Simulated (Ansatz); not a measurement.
**CH3BF2: taking an electron away**

One table from this session's results is given with a row withheld; the runs are named, their logs left out.

Program: Ansatz 0.2.0, Gaussian basis. Level of theory: unrestricted cation, the program's frozen cores in correlated methods. These are calculated values, not measurements.

Plan: UKS PBE-D4/def2-TZVPP; UKS r2SCAN-D4/def2-TZVPP; UKS PBE0-D4/def2-TZVPP; UKS B3LYP-D4/def2-TZVPP; UKS wB97X-V/def2-TZVPP; UKS wB97M-V/def2-TZVPP; UKS B2PLYP/def2-TZVPP; UHF-CCSD(T)/def2-TZVPP; UHF-MP2/def2-QZVPP; extrapolation to the limit; then −ε(HOMO) from the neutral's earlier runs with LDA (SPW92), PBE-D4, revPBE-D4, BLYP-D4, r2SCAN-D4, B97M-V, PBE0-D4, B3LYP-D4, r2SCANh-D4, r2SCAN0-D4, HSE06-D4, BHLYP-D4, CAM-B3LYP-D4, LC-ωPBE, ωB97X-V, ωB97M-V.

### Structure used throughout

The geometry comes from an earlier relaxation with PBE0-D4 in a triple-zeta def2 set; it is a stationary point, not always the lowest conformer.

SMILES `FBCF`, 7 atoms, charge 0, spin multiplicity 1.

Atoms are counted from 1 here; the program's logs count them from 0.

Bond lengths: F1–B2 1.316 Å, B2–C3 1.564 Å, B2–H5 1.200 Å, C3–F4 1.381 Å, C3–H6 1.100 Å, C3–H7 1.100 Å. Angles: F1–B2–C3 120.9°, F1–B2–H5 118.4°, C3–B2–H5 120.7°, B2–C3–F4 114.5°, B2–C3–H6 109.5°, B2–C3–H7 109.5°, F4–C3–H6 108.7°, F4–C3–H7 108.7°, H6–C3–H7 105.5°.

Set-up of the first run:

Contents of in.yaml:

```yaml
crystal:
  periodic: [false, false, false]
  atoms:
    - {symbol: F, position_ang: [-1.734099, -0.034946, -0.799626]}
    - {symbol: B, position_ang: [-0.621556, 0.517310, -0.365728]}
    - {symbol: C, position_ang: [0.511748, -0.352692, 0.269640]}
    - {symbol: F, position_ang: [0.233756, -1.704428, 0.325046]}
    - {symbol: H, position_ang: [-0.496807, 1.706482, -0.469258]}
    - {symbol: H, position_ang: [0.722811, 0.006842, 1.287600]}
    - {symbol: H, position_ang: [1.445347, -0.206568, -0.293474]}
basis:
  gaussian: {orbitals: def2-TZVPP}
total_charge: 1
magnetization: {spin_polarized: true, initial_magnetization: 1}
hamiltonian: {xc: pbe, dispersion: d4}
```

On the command line:

```
> ansatz run in.yaml --threads 2 --pin off --events-out ev --progress --plain --max-ram 4352MiB
```

Among the steps run: Cation, UKS PBE-D4/def2-TZVPP; Cation, UKS r2SCAN-D4/def2-TZVPP; Cation, UKS PBE0-D4/def2-TZVPP; Cation, UKS B3LYP-D4/def2-TZVPP; Cation, UKS wB97X-V/def2-TZVPP; Cation, UKS wB97M-V/def2-TZVPP; Cation, UKS B2PLYP (frozen core)/def2-TZVPP; Cation, UHF-CCSD(T)/def2-TZVPP; Cation, UHF-MP2/def2-QZVPP.

One of the session's tables, all rows but one given; the rest of the session is left out.

For comparison, −ε(HOMO) of the neutral from earlier runs:

| functional | −ε(HOMO) (eV) |
| --- | --- |
| LDA (SPW92) | 7.42 |
| PBE-D4 | 7.30 |
| revPBE-D4 | 7.24 |
| BLYP-D4 | 7.26 |
| r2SCAN-D4 | 7.65 |
| B97M-V | 7.80 |
| PBE0-D4 | 8.96 |
| B3LYP-D4 | 8.76 |
| r2SCANh-D4 | 8.27 |
| r2SCAN0-D4 | 9.20 |
| HSE06-D4 | ? |
| BHLYP-D4 | 10.60 |
| CAM-B3LYP-D4 | 10.49 |
| LC-ωPBE | 11.78 |
| ωB97X-V | 11.45 |
| ωB97M-V | 11.34 |

**Question.** Estimate the row for HSE06-D4.

**Answer.** −ε(HOMO) (eV): 8.55. In the column «−ε(HOMO) (eV)» it lies between r2SCANh-D4 (8.27) and B3LYP-D4 (8.76).
